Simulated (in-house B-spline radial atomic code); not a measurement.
# Sm⁴⁺: excited configurations

How much energy does it take to promote electrons of Sm⁴⁺ to other shells? Each configuration is solved by itself and compared with the reference.

The numbers are computed with in-house B-spline radial atomic code version 1 (Dirac-Hartree-Fock, average of configuration, Fermi nucleus, basis-set limit), except any that are marked as measured or tabulated.

**1. Starting point**

| Item | Value |
| --- | --- |
| element | samarium (Z = 62) |
| charge | +4 |
| electrons | 58 |
| configuration | [Xe] 4f4 |
| Hamiltonian | Dirac-Coulomb |
| nucleus | Fermi, rms radius 5.082 fm |

Outer shells as boxes (Hund's rule):

[Xe] 4f4
```
[Xe] core
4f [↑ ][↑ ][↑ ][↑ ][  ][  ][  ]
```

The boxes draw the filling by Hund's rule, which heavy ions in jj coupling don't follow; these runs average over all states of the configuration.

The run's settings:

```ini
Z = 62
electrons = 58.0
configuration = [Xe] 4f4
hamiltonian = dirac
method = hf
spin_polarised = False
nucleus = fermi
rms_radius = 5.0819
mass_number = 152
atomic_mass = 151.919738646
speed_of_light = 137.035999084
```

The reference is known from an earlier run: -10426.469960 hartree in all. Up to eight levels, counted from the top:

```
orbital  occupation  energy (eV)  <r> (bohr)
  4p3/2           4      -325.53      0.6176
  4d3/2           4      -203.63      0.6587
  4d5/2           6      -198.53      0.6684
  5s1/2           2      -98.413       1.361
  5p1/2           2      -74.604       1.486
  5p3/2           4      -70.038       1.554
  4f5/2     1.71429      -63.696      0.8235
  4f7/2     2.28571      -63.085      0.8301
```

**2. Configuration [Kr] 4d9 4f3 5s2 5p6 6f1 6g1**

The run's settings:

```ini
Z = 62
electrons = 58.0
configuration = [Kr] 4d9 4f3 5s2 5p6 6f1 6g1
hamiltonian = dirac
method = hf
spin_polarised = False
nucleus = fermi
rms_radius = 5.0819
mass_number = 152
atomic_mass = 151.919738646
speed_of_light = 137.035999084
```

**3. [Kr] 4d10 4f3 5s2 5p5 6d1 7s1**

Settings: those of step 2 with these lines changed.

```diff
@@ -2,3 +2,3 @@
 electrons = 58.0
-configuration = [Kr] 4d9 4f3 5s2 5p6 6f1 6g1
+configuration = [Kr] 4d10 4f3 5s2 5p5 6d1 7s1
 hamiltonian = dirac
```

**4. Configuration [Kr] 4d10 4f3 5s2 5p5 6p1 6d1**

Settings: those of step 3 with these lines changed.

```diff
@@ -2,3 +2,3 @@
 electrons = 58.0
-configuration = [Kr] 4d10 4f3 5s2 5p5 6d1 7s1
+configuration = [Kr] 4d10 4f3 5s2 5p5 6p1 6d1
 hamiltonian = dirac
```

**5. [Kr] 4d8 4f4 5s2 5p6 6p1 6d1**

Settings: those of step 4 with these lines changed.

```diff
@@ -2,3 +2,3 @@
 electrons = 58.0
-configuration = [Kr] 4d10 4f3 5s2 5p5 6p1 6d1
+configuration = [Kr] 4d8 4f4 5s2 5p6 6p1 6d1
 hamiltonian = dirac
```

Before running: How far above the reference does each configuration lie (order and size, in eV)?

**Answer**, as computed:

| net move | configuration | energy above the reference (eV) | with Breit, QED, recoil (eV) | largest <r> (bohr) |
| --- | --- | --- | --- | --- |
| 4f, 5p → 6d, 6p | [Kr] 4d10 4f3 5s2 5p5 6p1 6d1 | 84.896 | 85.008 | 4.08 |
| 4f, 5p → 6d, 7s | [Kr] 4d10 4f3 5s2 5p5 6d1 7s1 | 96.323 | 96.432 | 4.91 |
| 4d, 4f → 6f, 6g | [Kr] 4d9 4f3 5s2 5p6 6f1 6g1 | 248.11 | 248.24 | 7.98 |
| 2×4d → 6d, 6p | [Kr] 4d8 4f4 5s2 5p6 6p1 6d1 | 352.64 | 352.60 | 4.02 |

What this shows: At the bottom stands 4f, 5p → 6d, 6p (84.896 eV), at the top 2×4d → 6d, 6p (352.64 eV). 4 of them lie more than 2 % above the ionisation threshold that Koopmans' theorem gives (63.085 eV), where such states can decay by emitting an electron. Two partly filled shells share a symmetry and can mix in the average, which may lower the energy, for: 4f, 5p → 6d, 6p; 4d, 4f → 6f, 6g; 2×4d → 6d, 6p. These are averages over configurations, without correlation, not spectroscopic levels.
